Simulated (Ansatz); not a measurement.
**BrF2H2InOSi: ionisation energy by level of theory**

One table from this session's results is given with a row withheld; the runs are named, their logs left out.

Program: Ansatz 0.2.0, Gaussian basis. Level of theory: unrestricted cation, the program's frozen cores in correlated methods. These are calculated values, not measurements.

The runs, in order: UKS PBE-D4/def2-TZVPP; UKS r2SCAN-D4/def2-TZVPP; UKS PBE0-D4/def2-TZVPP; UKS B3LYP-D4/def2-TZVPP; UKS wB97X-V/def2-TZVPP; UKS wB97M-V/def2-TZVPP; UKS B2PLYP/def2-TZVPP; UHF-CCSD(T)/def2-TZVPP; UHF-MP2/def2-QZVPP; extrapolation to the limit; then −ε(HOMO) from the neutral's earlier runs with LDA (SPW92), PBE-D4, revPBE-D4, BLYP-D4, r2SCAN-D4, B97M-V, PBE0-D4, B3LYP-D4, r2SCANh-D4, r2SCAN0-D4, HSE06-D4, BHLYP-D4, CAM-B3LYP-D4, LC-ωPBE, ωB97X-V, ωB97M-V.

## The geometry

All runs share one geometry, relaxed beforehand with PBE0-D4 in a triple-zeta def2 set. In takes the def2 core potential; no spin-orbit term is included.

SMILES `F[Si](F)(Br)[O][InH2]`, 8 atoms, charge 0, spin multiplicity 1.

Atoms are counted from 1 here; the program's logs count them from 0.

Bond lengths: F1–Si2 1.579 Å, Si2–F3 1.581 Å, Si2–Br4 2.206 Å, Si2–O5 1.578 Å, O5–In6 2.018 Å, In6–H7 1.697 Å, In6–H8 1.697 Å. Angles: F1–Si2–F3 106.0°, F1–Si2–Br4 107.1°, F1–Si2–O5 111.7°, F3–Si2–Br4 106.9°, F3–Si2–O5 112.2°, Br4–Si2–O5 112.5°, Si2–O5–In6 142.3°, O5–In6–H7 111.4°, O5–In6–H8 107.5°, H7–In6–H8 141.1°.

The first run:

in.yaml

```yaml
crystal:
  periodic: [false, false, false]
  atoms:
    - {symbol: F, position_ang: [-2.680599, -0.206641, -0.051227]}
    - {symbol: Si, position_ang: [-1.188555, -0.720422, -0.003277]}
    - {symbol: F, position_ang: [-1.199348, -2.005812, 0.917192]}
    - {symbol: Br, position_ang: [-0.668260, -1.392173, -2.039417]}
    - {symbol: O, position_ang: [-0.205548, 0.389742, 0.535129]}
    - {symbol: In, position_ang: [1.637426, 1.161105, 0.254373]}
    - {symbol: H, position_ang: [2.556471, 0.200631, -0.800596]}
    - {symbol: H, position_ang: [1.748404, 2.573570, 1.187823]}
basis:
  gaussian: {orbitals: def2-TZVPP}
total_charge: 1
magnetization: {spin_polarized: true, initial_magnetization: 1}
hamiltonian: {xc: pbe, dispersion: d4}
```

Command:

```sh
> ansatz run in.yaml --threads 2 --pin off --events-out ev --progress --plain --max-ram 32768MiB --backend cpu
```

Among the steps run: Cation, UKS PBE-D4/def2-TZVPP; Cation, UKS r2SCAN-D4/def2-TZVPP; Cation, UKS PBE0-D4/def2-TZVPP; Cation, UKS B3LYP-D4/def2-TZVPP; Cation, UKS wB97X-V/def2-TZVPP; Cation, UKS wB97M-V/def2-TZVPP; Cation, UKS B2PLYP (frozen core)/def2-TZVPP; Cation, UHF-CCSD(T)/def2-TZVPP; Cation, UHF-MP2/def2-QZVPP.

One table of the session follows, with a row left open; its other results are not shown here.

For comparison, −ε(HOMO) of the neutral from earlier runs:

| functional | −ε(HOMO) (eV) |
| --- | --- |
| LDA (SPW92) | 7.41 |
| PBE-D4 | 7.21 |
| revPBE-D4 | 7.14 |
| BLYP-D4 | 7.04 |
| r2SCAN-D4 | 7.56 |
| B97M-V | 7.65 |
| PBE0-D4 | ? |
| B3LYP-D4 | 8.30 |
| r2SCANh-D4 | 8.07 |
| r2SCAN0-D4 | 8.82 |
| HSE06-D4 | 8.18 |
| BHLYP-D4 | 9.78 |
| CAM-B3LYP-D4 | 9.93 |
| LC-ωPBE | 11.33 |
| ωB97X-V | 10.97 |
| ωB97M-V | 10.83 |

Q: Estimate the row for PBE0-D4 from the others.

**Answer.** −ε(HOMO) (eV): 8.58. In the column «−ε(HOMO) (eV)» it lies between B3LYP-D4 (8.30) and r2SCAN0-D4 (8.82).
